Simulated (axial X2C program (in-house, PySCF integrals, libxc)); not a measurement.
# OGeO: bond lengths and stretches, held linear

The task here is to estimate one member of a computed series from the others.

Method: all-electron X2C, two-component (2c) or spin-free, O dyall-av3z, Ge dyall-v3z; program: an in-house X2C program for linear molecules on PySCF integrals.

All values are calculated.

1 further run of the same task is left out (set aside as unsound or not needed).

Set-up of the first run:

File task.json:

```json
{"zs": [8, 32, 8], "q": 0, "bas": ["dyall-av3z", "dyall-v3z", "dyall-av3z"], "r0": [1.68, 1.68], "symm": 1, "scan": ["PBE0", "HF", "r2SCAN"], "levels": ["PBE0", "HF", "LDA"], "nst": 2}
```

Keys: zs atomic numbers; q charge; bas basis sets; r0 starting distance in Å; symm equal bonds; scan levels of the two-bond scan (MP2 follows by itself at each HF point); levels methods; nst determinants followed.

The run is started by

```sh
> python solin.py task.json out
```

Masses O 15.995, Ge 73.921, O 15.995 u.

Among the steps run: Scan at PBE0, 2c; Scan at HF, 2c; Scan at r2SCAN, 2c.

One of the session's tables, all rows but one given; the rest of the session is left out.

| level | r(O–Ge) (Å) | r(Ge–O) (Å) | lower stretch (cm⁻¹) | upper stretch (cm⁻¹) |
| --- | --- | --- | --- | --- |
| PBE0, 2c | 1.609 | 1.609 | 913.6 | 1094.2 |
| HF, 2c | 1.584 | 1.584 | 984.1 | 1149.7 |
| r2SCAN, 2c | ? | ? | ? | ? |
| MP2, 2c | 1.623 | 1.623 | 903.2 | 1116.2 |
| PBE0, spin-free | 1.608 | 1.608 | 913.7 | 1094.3 |
| HF, spin-free | 1.584 | 1.584 | 984.3 | 1149.7 |
| r2SCAN, spin-free | 1.615 | 1.615 | 897.6 | 1081.1 |
| MP2, spin-free | 1.623 | 1.623 | 903.0 | 1116.1 |

**Question.** Estimate the row for r2SCAN, 2c.

As computed: r(O–Ge) (Å): 1.615; r(Ge–O) (Å): 1.615; lower stretch (cm⁻¹): 897.5; upper stretch (cm⁻¹): 1081.0.

Scans not shown above were run alike.

MP2 freezes inner shells (threshold -2 hartree). The molecule was held linear; bending was not examined, so a bent shape may lie lower.
